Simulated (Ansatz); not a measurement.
Predict the output of the script below (Ansatz 0.2.0 through its Python package).

`clgeh5si2.py`:
```python
"""Potential curve of ClGeH5Si2 along one bond."""

import ansatz as az
import numpy as np

geometry_ang = [
    ("Cl", (-1.9158, 1.544, -1.3031)),
    ("Si", (-0.3654, 0.2442, -1.197)),
    ("Si", (0.9854, 0.6959, 0.4541)),
    ("Ge", (-0.402, -1.0612, 0.7097)),
    ("H", (0.1824, -0.4231, -2.4091)),
    ("H", (0.6525, 1.8911, 1.2628)),
    ("H", (2.4305, 0.2547, 0.2551)),
    ("H", (0.207, -2.4552, 0.5451)),
    ("H", (-1.6859, -0.7368, 1.6654)),
]
system = az.Crystal.molecule()
for symbol, xyz in geometry_ang:
    system = system.atom(symbol, xyz)

symbols = [site.symbol for site in system.cartesian_sites]
start = np.array([site.position_ang for site in system.cartesian_sites])
axis = (start[5] - start[2]) / np.linalg.norm(start[5] - start[2])
moving = [5]
lengths, energies = [1.303, 1.363, 1.422, 1.481, 1.54, 1.599, 1.659, 1.748], []
for length in lengths:
    xyz = start.copy()
    xyz[moving] += (length - np.linalg.norm(start[5] - start[2])) * axis
    point = az.Crystal.molecule()
    for symbol, place in zip(symbols, xyz):
        point = point.atom(symbol, place.tolist())
    calc = (
        point.calculation()
        .basis(gaussian="def2-SVP")
        .functional("pbe", dispersion="d4")
    )
    report = calc.run(threads=1).report
    energies.append(report["free_energy_ev"])
    print(f"r = {length:6.3f} A  E = {energies[-1]:.5f} eV  <S^2> = {abs(report['mean_field']['state']['spin_squared']):.3f}")

# quartic fit about the minimum
fit = np.polynomial.Polynomial.fit(lengths, np.array(energies) - min(energies), 4).convert()
roots = [r.real for r in fit.deriv().roots() if abs(r.imag) < 1e-9 and fit.deriv(2)(r.real) > 0]
r_e = min(roots, key=lambda r: abs(r - lengths[int(np.argmin(energies))]))
print(f"minimum of the fit at {r_e:.4f} A, force constant {fit.deriv(2)(r_e):.2f} eV/A^2")
```

```console
$ python clgeh5si2.py
r =  1.303 A  E = -84839.02889 eV  <S^2> = 0.000
r =  1.363 A  E = -84839.27977 eV  <S^2> = 0.000
r =  1.422 A  E = -84839.41871 eV  <S^2> = 0.000
r =  1.481 A  E = -84839.47423 eV  <S^2> = 0.000
r =  1.540 A  E = -84839.46513 eV  <S^2> = 0.000
r =  1.599 A  E = -84839.40658 eV  <S^2> = 0.000
r =  1.659 A  E = -84839.30902 eV  <S^2> = 0.000
r =  1.748 A  E = -84839.11697 eV  <S^2> = 0.000
minimum of the fit at 1.5002 A, force constant 17.03 eV/A^2
```

Reading the output:
- Total energies depend on the basis set; only differences at equal settings carry meaning.
- The rest of the molecule is held rigid at a force-field or estimated start geometry, and the basis set is modest; single-reference methods fail as a bond breaks.
- The orbitals are restricted, so S² is zero by construction.
- Finished in 25 s on 1 thread of Arm Neoverse V2 (shared host), peak memory 0.23 GiB.
